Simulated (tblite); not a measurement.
# C7H12OSi: the cost of one run

Computed with tblite 0.8.0 and PySCF 2.14.0, with density-fitted response routines of our own, on a single molecule in the gas phase. Atoms count from 0, in the outputs and in this text.

**1. The molecule as given**

21 atoms, charge 0, multiplicity 1; geometry from: force field or distance geometry start.

Bonds of the start (Å): C0–C1 1.36, C1–O2 1.37, O2–C3 1.39, C3–C4 1.32, C4–C5 1.46, C5–C6 1.34, C5–Si7 1.85, Si7–C8 1.87, C0–H9 1.10, C0–H10 1.07, C1–H11 1.07, C3–H12 1.08, C4–H13 1.11, C6–H14 1.08, C6–H15 1.09, Si7–H16 1.45, Si7–H17 1.49, C8–H18 1.11, C8–H19 1.12, C8–H20 1.10.

**2. Geometry optimisation with GFN2-xTB**

What the job is given:

```
{"job": {"kind": "relax", "xc": "GFN2-xTB", "basis": "xTB"}, "charge": 0, "multiplicity": 1}
C      4.652300     0.445200     0.640900
C      3.505200     0.438300    -0.088800
O      2.549000    -0.448500     0.321600
C      1.184900    -0.182900     0.395700
C      0.399000    -0.824400    -0.450300
C     -1.054000    -0.656500    -0.491800
C     -1.773300    -1.330300    -1.398300
Si    -1.896500     0.478700     0.702600
C     -3.596400     0.958200     0.096700
H      4.698600    -0.247700     1.497800
H      5.461700     1.106700     0.401100
H      3.414000     1.100200    -0.921400
H      0.720400     0.473900     1.117400
H      0.814500    -1.516600    -1.206800
H     -1.296800    -1.996800    -2.103200
H     -2.857100    -1.177000    -1.369600
H     -1.070000     1.664400     0.821300
H     -1.990600    -0.263600     1.986700
H     -3.547100     1.522400    -0.855300
H     -4.019300     1.662800     0.862000
H     -4.307500     0.119800     0.041200
```

Launch:

```bash
OMP_NUM_THREADS=1 python probes_run.py task.json out
```

This one command runs all jobs of the session in turn.

Q: Estimate the wall time and peak memory of this first job on 1 thread of Arm Neoverse V2, shared host.

About 1.1 s, with a peak of 0.18 GiB.
